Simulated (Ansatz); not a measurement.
# CrSSe: the band gap up the ladder of functionals

One table from this session's results is given with a row withheld; the runs are named, their logs left out.

The runs shown are made with Ansatz 0.2.0. PAW datasets, plane waves. The calculation is spin-unpolarised, and the structure need not be a phase that has been made.

1 further run of the same task is left out (for a known fault of the program). Runs told in other sessions of the task aren't counted.

**The system as given**

The cell was relaxed beforehand with r2SCAN.

The sheet's in-plane cell has a = 3.125 Å, b = 3.125 Å (γ = 120.0°), and its outermost atoms lie 3.01 Å apart along the normal. Cr has 3 S at 2.29 Å and 3 Se at 2.41 Å; S has 3 Cr at 2.29 Å; Se has 3 Cr at 2.41 Å.

Coordinates:

```
CELL_PARAMETERS angstrom
3.12455 0.00000 0.00000
-1.56227 2.70594 0.00000
0.00000 0.00000 30.25767
ATOMIC_POSITIONS crystal
Cr 0.33333 0.66667 0.29941
S 0.66667 0.33333 0.34617
Se 0.66667 0.33333 0.24676
```
The sheet repeats along a and b alone.

Set-up of the first run:

input.yaml

```yaml
crystal:
  lattice:
    - [3.1245472748, 0.0, 0.0]
    - [-1.5622736374, 2.7059373153, 0.0]
    - [0.0, 0.0, 30.2576682784]
  atoms:
    - { symbol: Cr, position: [0.3333333333, 0.6666666667, 0.2994059186] }
    - { symbol: S, position: [0.6666666667, 0.3333333333, 0.3461663648] }
    - { symbol: Se, position: [0.6666666667, 0.3333333333, 0.2467634959] }
  periodic: [true, true, false]
kpoints:
  mp_grid: { grid: [12, 12, 1] }
  band_path:
    path:
      - [0, 0, 0]
      - [0.5, 0, 0]
      - [0.3333333333333, 0.3333333333333, 0]
      - [0, 0, 0]
    npoints: 10
hamiltonian:
  xc: pbe
scf:
  occupations: { method: fermi_dirac, width: 0.02 }
  n_extra_bands: 4
output:
  forces: true
  stress: true
  eigenvalues: true
```

Started as:

```bash
$ ansatz run input.yaml --threads 4 --pin off --max-ram 5529MiB --backend cpu --events-out ev --progress --plain --runs-dir out
```

Steps of the session up to this table: PBE band path; r2SCAN at the same geometry; Single point with HSE06; PBE+SOC; Single point with PBE0; Single point with LDA; r2SCAN0; LC-ωPBE.

One table of the session follows, with a row left open; its other results are not shown here.

| level | gap (eV) |
| --- | --- |
| PBE | 0.78 |
| r2SCAN | 0.82 |
| HSE06 | 1.22 |
| PBE+SOC | 0.77 |
| PBE0 | ? |
| LDA | 0.78 |
| r2SCAN0 | 1.85 |
| LC-ωPBE | 4.97 |

**Question.** Estimate the row for PBE0.

As computed: gap (eV): 1.89. In the column «gap (eV)» it lies between r2SCAN0 (1.85) and LC-ωPBE (4.97).

Meshes: PBE 12×12×1, r2SCAN 12×12×1, HSE06 6×6×1, PBE+SOC 12×12×1, PBE0 6×6×1, LDA 12×12×1, r2SCAN0 6×6×1, LC-ωPBE 6×6×1.

PBE+SOC gives the least gap, 0.77 eV, and LC-ωPBE the largest, 4.97 eV. PBE reaches 64 % of the HSE06 value, and r2SCAN 67 %. PBE0 lies 0.67 eV above HSE06, which differs from it by screening the long-range exchange. The levels disagree on whether the gap is direct.

To keep in mind: Warnings in the runs' records: stress exchange threshold loose, stress scf threshold loose.
